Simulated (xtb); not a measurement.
# GFN2-xTB run of C2H9FGeSi (SMILES C[C](F)([SiH3])[GeH3])

Wanted: a structure relaxation of C2H9FGeSi. 

The calculation is run with xtb 6.7.1.

5 further runs of the same task are left out: 5 set aside as unsound or not needed.

**1. Starting point**

The species is C2H9FGeSi (14 atoms), meant as a singlet with charge 0. SMILES: `C[C](F)([SiH3])[GeH3]`. The shape comes from GFN2-xTB, which is rough for such elements, and wasn't checked as a minimum. The run starts from this shape.

Bond lengths: C1–C2 1.517 Å, C2–F3 1.421 Å, C2–Si4 1.918 Å, C2–Ge5 1.992 Å, C1–H6 1.091 Å, C1–H7 1.088 Å, C1–H8 1.089 Å, Si4–H9 1.465 Å, Si4–H10 1.461 Å, Si4–H11 1.462 Å, Ge5–H12 1.498 Å, Ge5–H13 1.498 Å, Ge5–H14 1.494 Å. Some angles: C1–C2–F3 107.4°, C1–C2–Si4 113.3°, C1–C2–Ge5 112.0°, F3–C2–Si4 106.3°, F3–C2–Ge5 102.9°, Si4–C2–Ge5 114.0°, C2–C1–H6 110.6°, C2–C1–H7 109.3°, C2–C1–H8 111.0°, C2–Si4–H9 106.9°.

**2. A structure relaxation at GFN2-xTB**

.CHRG reads:

```
0
```

.UHF reads:

```
0
```

input.xyz reads:

```xyz
14

C      0.18468     1.12488     1.11664
C      0.39346    -0.00873     0.13064
F      1.78759    -0.28007     0.08428
Si    -0.45413    -1.64397     0.66531
Ge    -0.01493     0.54305    -1.73974
H      0.75092     2.00628     0.81261
H     -0.87217     1.38237     1.14977
H      0.50924     0.83783     2.11614
H     -1.89865    -1.40274     0.64358
H     -0.06791    -2.68426    -0.28532
H      0.01360    -1.95685     2.01492
H      0.77143     1.77042    -2.08479
H     -1.46980     0.84862    -1.92481
H      0.36667    -0.53684    -2.69924
```

The run is started by

```console
$ xtb input.xyz -o vtight | tee xtb.out
```

Q: Predict the results. Wanted: total energy at the end; dipole moment; HOMO energy; LUMO energy; HOMO–LUMO gap; dispersion energy; mean polarisability.

Computed results:

Level: GFN2-xTB.

| quantity | value |
| --- | --- |
| total energy at the end | -17.23853 Eh |
| dipole moment | 2.12 D |
| HOMO energy | -10.52 eV |
| LUMO energy | -5.42 eV |
| HOMO–LUMO gap | 5.10 eV |
| dispersion energy | -24.78 kJ/mol |
| mean polarisability (D4 model) | 86.6 bohr³ |

In words: At the final geometry: Bond lengths: C1–C2 1.517 Å, C2–F3 1.421 Å, C2–Si4 1.919 Å, C2–Ge5 1.993 Å, C1–H6 1.091 Å, C1–H7 1.088 Å, C1–H8 1.089 Å, Si4–H9 1.465 Å, Si4–H10 1.461 Å, Si4–H11 1.462 Å, Ge5–H12 1.498 Å, Ge5–H13 1.498 Å, Ge5–H14 1.494 Å. Some angles: C1–C2–F3 107.4°, C1–C2–Si4 113.2°, C1–C2–Ge5 112.1°, F3–C2–Si4 106.3°, F3–C2–Ge5 102.9°, Si4–C2–Ge5 114.1°, C2–C1–H6 110.6°, C2–C1–H7 109.3°, C2–C1–H8 111.0°, C2–Si4–H9 106.9°. The optimisation took 11 steps and changed the energy by -0.000 eV. Mulliken charges run from -0.27 on F3 to +0.46 on Si4.
